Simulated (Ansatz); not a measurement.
# SiTe4H: one candidate of a structure search

The task: take a trial cell of SiTe4H to zero force and stress.

Method: DFT PBE, scalar-relativistic, plane waves, PAW, in Ansatz 0.2.0.

## Step 1: The system as given

The structure is cubic, space group F-43m (No. 216). Conventional cell: a = 8.655 Å, b = 8.655 Å, c = 8.655 Å, α = 90.00°, β = 90.00°, γ = 90.00°. Si (site symmetry -43m) has 12 Te at 3.59 Å and 4 H at 3.75 Å as nearest neighbours. Te (site symmetry 3m) is surrounded by 6 Te at 3.06 Å. Around H (site symmetry -43m) lie 12 Te at 3.59 Å and 4 Si at 3.75 Å.

Coordinates:

```
CELL_PARAMETERS angstrom
0.00000 4.32762 4.32762
4.32762 0.00000 4.32762
4.32762 4.32762 0.00000
ATOMIC_POSITIONS crystal
Si 0.75000 0.75000 0.75000
Te 0.87466 0.37511 0.37511
Te 0.37511 0.37511 0.37511
Te 0.37511 0.87466 0.37511
Te 0.37511 0.37511 0.87466
H 0.00000 0.00000 0.00000
```

The cell is invented: species swapped into a database cell of SmErFe4 (F-43m, No. 216), with H on the Sm sites, Si on the Er sites and Te on the Fe sites. Its size is a rough estimate.

## Step 2: Probe: one point on a coarse mesh

Input file input.yaml:

```yaml
crystal:
  lattice:
    - [0.0, 4.32761526, 4.32761526]
    - [4.32761526, 0.0, 4.32761526]
    - [4.32761526, 4.32761526, 0.0]
  atoms:
    - { symbol: Si, position: [0.75, 0.75, 0.75] }
    - { symbol: Te, position: [0.87465596, 0.37511468, 0.37511468] }
    - { symbol: Te, position: [0.37511468, 0.37511468, 0.37511468] }
    - { symbol: Te, position: [0.37511468, 0.87465596, 0.37511468] }
    - { symbol: Te, position: [0.37511468, 0.37511468, 0.87465596] }
    - { symbol: H, position: [0.0, 0.0, 0.0] }
basis:
  ecutwfc: 420
kpoints:
  mp_grid: { grid: [4, 4, 4] }
hamiltonian:
  xc: pbe
scf:
  occupations: { method: gaussian, width: 0.1 }
  lower_state_search: "off"
output:
  forces: true
  stress: true
  eigenvalues: true
```

On the command line:

```
> ansatz run input.yaml --threads 1 --pin off --max-ram 2560MiB --backend cpu --events-out ev --progress --plain --runs-dir out
```

Log, cut to the lines that bear on the results:

```text
Warning: RAYON_NUM_THREADS=1 ignored (pool sized by the plan → 1); use --threads N
[...]
Pseudopotentials: kind: paw
Pseudopotential: Si, paw, valence charge 4, recommended cutoff 420 eV (normal), Si.paw.azcp
Pseudopotential: Te, paw, valence charge 16, recommended cutoff 420 eV (normal), Te.paw.azcp
Pseudopotential: H, paw, valence charge 1, recommended cutoff 420 eV (normal), H.paw.azcp
Functional definition: PBE
[...]
Crystal: 6 atoms, lattice volume = 162.097 Å³
Basis set: ecut = 420 eV, 3143 PW (Γ), exchange–correlation on 90×90×90 points (8 copies of the dense FFT grid, shifted against one another)
Bands: 42, of which v1, the nominal top of the filled ones, is band 35 counted from 1 (34 counted from 0)
Symmetry: 24 space group operations
Space group: F-43m (ITA 216), of the structure as read, at distance tolerance 5.5e-5 Å
k-points: 8 of 64 (time reversal used)
[...]
SCF iter   1: F=—  HF=-28565.261893 eV  |F-HF|=—  |Δ(HF+E_count)|=         —  Δρ=1.05e-2  dr2=6.18e-1  ethr=1.77e-3  ⟨swp⟩=12.0  Hψ=1563  notcnv=0
[...]
SCF iter   8: F=-28565.165279 eV  HF=-28565.165279 eV  |F-HF|=2.14e-9  |Δ(HF+E_count)|=   2.24e-9  Δρ=3.16e-6  dr2=2.74e-8  ethr=1.45e-10  ⟨swp⟩=6.8  Hψ=1308  notcnv=0
[...]
SCF converged after 8 iterations
Free energy (F): -28565.165279 eV
[...]
E sigma→0 (E₀):  -28565.149339 eV
Entropy (-TS):   -0.031879 eV (-5.313 meV/atom)
Fermi energy:    8.397865 eV
[...]
--- Forces (eV/Å), atoms counted from 1 ---
  atom   1  Si     0.00000000    -0.00000000    -0.00000000
  atom   2  Te    -0.09701352     0.09701352     0.09701352
  atom   3  Te    -0.09701352    -0.09701352    -0.09701352
  atom   4  Te     0.09701352    -0.09701352     0.09701352
  atom   5  Te     0.09701352     0.09701352    -0.09701352
  atom   6  H      0.00000000    -0.00000000    -0.00000000
[...]
--- Stress (GPa, compression-positive) ---
        2.268514       0.000000       0.000000
       -0.000000       2.268514      -0.000000
        0.000000      -0.000000       2.268514
  P = ⅓ Tr σ = 2.2685 GPa (22.685 kbar)
--- Band table (eV; the first three rows and the last of 8) ---
[...]
```

It took 4.4 s on 1 thread of Intel Xeon at 2.70GHz, shared host; peak memory 0.4 GiB.

The probe gives pressure 2.3 GPa, largest force 0.17 eV/Å, gap on this mesh none (metal). The coarse relaxation is skipped.

[end of part 1 of 2]
